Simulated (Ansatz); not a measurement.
# C2H4OZn: the cost of one run

Program: Ansatz 0.2.0. Level of theory: RKS r2SCAN-D4/def2-SVP. These are calculated values, not measurements.

### Step 1. The structure to begin with

Bond lengths: C1–C2 1.493 Å, C2–O3 1.378 Å, O3–Zn4 0.984 Å, C1–H5 1.145 Å, C1–H6 1.173 Å, C1–H7 1.096 Å, C2–H8 1.093 Å. Angles: C1–C2–O3 108.5°, C1–C2–H8 108.2°, O3–C2–H8 109.2°, C2–C1–H5 110.0°, C2–C1–H6 108.8°, C2–C1–H7 114.9°, H5–C1–H6 103.8°, H5–C1–H7 110.5°, H6–C1–H7 108.2°, C2–O3–Zn4 152.3°.

As a file:

```xyz
8

C    -0.0682    0.8886    0.0639
C    -0.5098   -0.5374    0.0412
O     0.4721   -1.2903   -0.5643
Zn    0.8780   -2.1499   -0.8189
H     0.0388    1.2820   -1.0060
H    -0.9292    1.5442    0.5177
H     0.8461    1.0790    0.6368
H    -0.6357   -0.8732    1.0737
```

### Step 2. Relaxing end A

input.yaml reads:

```yaml
crystal:
  periodic: [false, false, false]
  atoms:
    - { symbol: C, position_ang: [-0.0682, 0.8886, 0.0639] }
    - { symbol: C, position_ang: [-0.5098, -0.5374, 0.0412] }
    - { symbol: O, position_ang: [0.4721, -1.2903, -0.5643] }
    - { symbol: Zn, position_ang: [0.878, -2.1499, -0.8189] }
    - { symbol: H, position_ang: [0.0388, 1.282, -1.006] }
    - { symbol: H, position_ang: [-0.9292, 1.5442, 0.5177] }
    - { symbol: H, position_ang: [0.8461, 1.079, 0.6368] }
    - { symbol: H, position_ang: [-0.6357, -0.8732, 1.0737] }
basis:
  gaussian: { orbitals: def2-SVP }
hamiltonian:
  xc: r2scan
  dispersion: d4
relax:
  f_tol: 0.02
  max_steps: 50
```

The run is started by

```sh
$ ansatz run input.yaml --threads 2 --pin off --max-ram 3072MiB --backend cpu --events-out ev --progress --plain --runs-dir out
```

Q: Estimate wall time and peak memory on 2 threads of AMD EPYC 9R14 (Zen 4), shared host.

About 63 s, with a peak of 0.2 GiB.
